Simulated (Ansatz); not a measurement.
C₃H₂FNSe, SMILES Fc1ncc[se]1, a geometry optimisation

Program: the Python package of Ansatz (0.2.0).

The cells in order, each with its output:

**Cell 1**
```python
import itertools

import ansatz as az
from ase.data import atomic_numbers, covalent_radii
import numpy as np
import pandas as pd
```

**Cell 2**
```python
geometry_ang = [
    ("F", (2.8387, 0.0276, 0.131)),
    ("C", (1.494, 0.1845, 0.0863)),
    ("N", (0.6962, -0.8886, -0.0595)),
    ("C", (-0.6389, -0.7321, -0.1038)),
    ("C", (-1.1877, 0.5299, 0.0006)),
    ("Se", (0.3375, 1.8106, 0.2005)),
    ("H", (-1.2792, -1.5964, -0.2211)),
    ("H", (-2.2606, 0.6645, -0.0341)),
]
c3h2fnse = az.Crystal.molecule()
for symbol, xyz in geometry_ang:
    c3h2fnse = c3h2fnse.atom(symbol, xyz)

job = (
    c3h2fnse.calculation()
    .basis(gaussian="def2-SVP")
    .functional("cam_b3lyp")
    .scf(lower_state_search="light")
)
symbols = [site.symbol for site in c3h2fnse.cartesian_sites]
start = np.array([site.position_ang for site in c3h2fnse.cartesian_sites], dtype=float)
def progress(event):
    if event["event"] == "relax_step":
        row = event["data"]
        print(f"step {row['step']:3d}  E = {row['lagrangian_ev']:.6f} eV  largest force component {row['allowed_force_max_ev_ang']:.4f} eV/A")
```

**Cell 3**
```python
report = job.relax(force_tolerance=0.02).session().plan().execute(on_event=progress).report
end = np.array(report["positions_ang"])

print(f"E = {report['free_energy_ev']:.6f} eV = {report['free_energy_ev'] / 27.211386246:.7f} Ha")
print("converged:", report["converged"], " doubts:", report["published_state_doubts"] or "none")
```
Output:
```text
step   1  E = -72684.868758 eV  largest force component 3.9570 eV/A
step   2  E = -72685.669608 eV  largest force component 1.6875 eV/A
step   3  E = -72685.760419 eV  largest force component 0.8490 eV/A
step   4  E = -72685.775923 eV  largest force component 0.2347 eV/A
step   5  E = -72685.777467 eV  largest force component 0.1840 eV/A
step   6  E = -72685.777750 eV  largest force component 0.0135 eV/A
E = -72685.777848 eV = -2671.1530677 Ha
converged: True  doubts: none
```

**Cell 4**
```python
# pairs closer than 1.2 times the sum of covalent radii, before or after
radius = [covalent_radii[atomic_numbers[s]] for s in symbols]
span = lambda where, i, j: np.linalg.norm(where[i] - where[j])
bonded = [(i, j) for i, j in itertools.combinations(range(len(symbols)), 2) if min(span(start, i, j), span(end, i, j)) < 1.2 * (radius[i] + radius[j])]
print("pair        before    after (A)")
for i, j in bonded:
    print(f"{symbols[i]}{i}-{symbols[j]}{j}".ljust(10), f"{span(start, i, j):8.4f} {span(end, i, j):8.4f}")
```
Output:
```text
pair        before    after (A)
F0-C1        1.3546   1.3139
C1-N2        1.3451   1.2703
C1-Se5       1.9987   1.8787
N2-C3        1.3450   1.3775
C3-C4        1.3801   1.3564
C3-H6        1.0820   1.0916
C4-Se5       2.0016   1.8666
C4-H7        1.0819   1.0881
```

**Cell 5**
```python
charges = report["charge_distribution"]
table = pd.DataFrame({"atom": symbols, "mulliken": charges["mulliken_charges_e"], "lowdin": charges["lowdin_charges_e"]})
print(table.round(3).to_string())
print("dipole (e A):", np.round(charges["dipole_moment_e_ang"], 4) + 0.0)
with open("c3h2fnse_opt.xyz", "w") as handle:
    handle.write(f"{len(symbols)}\nrelaxed C3H2FNSe\n")
    handle.writelines(f"{s:2s} {x:11.6f} {y:11.6f} {z:11.6f}\n" for s, (x, y, z) in zip(symbols, end))
```
Output:
```text
  atom  mulliken  lowdin
0    F    -0.137   0.140
1    C     0.119  -0.333
2    N    -0.105   0.062
3    C     0.059  -0.097
4    C    -0.138  -0.184
5   Se     0.128   0.389
6    H     0.026   0.010
7    H     0.048   0.013
dipole (e A): [-0.4173  0.3216  0.0142]
```

File `c3h2fnse_opt.xyz` afterwards:
```text
8
relaxed C3H2FNSe
F     2.677689    0.205683    0.142336
C     1.367807    0.128918    0.075100
N     0.735796   -0.963917   -0.066217
C    -0.626731   -0.765783   -0.106684
C    -1.089788    0.504411    0.002403
Se    0.335885    1.694807    0.188357
H    -1.273648   -1.637037   -0.224656
H    -2.127010    0.832918   -0.010739
```

Caveats:
- The settings weren't tested for convergence.
- The end point is the stationary point reached from this start; no frequency run checks that it is a minimum, and the basis set is modest.
- The Löwdin charges here are taken after orthogonalising the functions within each atom; they differ from plain Löwdin charges, and their signs can be unphysical.
- Wall time of the script: 51 s on 1 thread of Arm Neoverse V1 (shared host), peak memory 0.45 GiB.
